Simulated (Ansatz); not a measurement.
# Ge2Sb2Te5: the cost of one run

Computed with Ansatz 0.2.0 (DFT PBE+D3(BJ), scalar-relativistic, plane waves, PAW, and further levels as typed in the inputs, unless a step's input says otherwise).

## (1) The system as given

The structure is trigonal, space group R-3m (No. 166). The conventional cell has a = 4.250 Å, b = 4.250 Å, c = 52.050 Å, α = 90.00°, β = 90.00°, γ = 120.00°. Te (site symmetry -3m) has 6 Ge at 3.01 Å as nearest neighbours. Ge (site symmetry 3m) is surrounded by 6 Te at 3.01 Å. Te (site symmetry 3m) has 3 Sb at 3.01 Å and 3 Ge at 3.01 Å as nearest neighbours. Sb (site symmetry 3m) is surrounded by 6 Te at 3.01 Å. Te (site symmetry 3m) is surrounded by 3 Sb at 3.01 Å.

As a file:

```cif
data_structure
_symmetry_space_group_name_H-M 'P 1'
_symmetry_Int_Tables_number 1
_cell_length_a 4.2500
_cell_length_b 4.2500
_cell_length_c 17.5227
_cell_angle_alpha 96.965
_cell_angle_beta 83.035
_cell_angle_gamma 120.000
_cell_volume 271.40
loop_
_atom_site_label
_atom_site_type_symbol
_atom_site_fract_x
_atom_site_fract_y
_atom_site_fract_z
_atom_site_occupancy
Te1 Te 0.00000 0.00000 0.00000 1
Ge1 Ge 0.30000 0.70000 0.10000 1
Te2 Te 0.60000 0.40000 0.20000 1
Sb1 Sb 0.90000 0.10000 0.30000 1
Te3 Te 0.20000 0.80000 0.40000 1
Te4 Te 0.80000 0.20000 0.60000 1
Sb2 Sb 0.10000 0.90000 0.70000 1
Te5 Te 0.40000 0.60000 0.80000 1
Ge2 Ge 0.70000 0.30000 0.90000 1
```

## (2) Relaxing cell and atoms: Ge2Sb2Te5, no spin

The input, input.yaml:

```yaml
crystal:
  lattice:
    - [4.25, 0.0, 0.0]
    - [-2.125, 3.6806079661, 0.0]
    - [2.125, -1.226869322, 17.35]
  atoms:
    - { symbol: Te, position: [0.0, 0.0, 0.0] }
    - { symbol: Ge, position: [0.3, 0.7, 0.1] }
    - { symbol: Te, position: [0.6, 0.4, 0.2] }
    - { symbol: Sb, position: [0.9, 0.1, 0.3] }
    - { symbol: Te, position: [0.2, 0.8, 0.4] }
    - { symbol: Te, position: [0.8, 0.2, 0.6] }
    - { symbol: Sb, position: [0.1, 0.9, 0.7] }
    - { symbol: Te, position: [0.4, 0.6, 0.8] }
    - { symbol: Ge, position: [0.7, 0.3, 0.9] }
scf:
  occupations: { method: gaussian, width: 0.03 }
output:
  forces: true
  stress: true
  eigenvalues: true
hamiltonian:
  xc: pbe
  dispersion: d3bj
  pseudopotentials: { kind: paw, azcp: { folder: soft_1 } }
kpoints:
  mp_grid: { grid: [10, 10, 2] }
relax:
  f_tol: 0.005
  max_steps: 80
  cell: { stress_tol: 0.05 }
```

Started as:

```console
ansatz run input.yaml --threads 8 --pin off --max-ram 20480MiB --backend cpu --events-out ev --progress --plain --runs-dir out
```

What time and memory should one allow on 8 threads of Intel Xeon 6975P-C (Granite Rapids), shared host?

About 40 s, with a peak of 1.9 GiB.
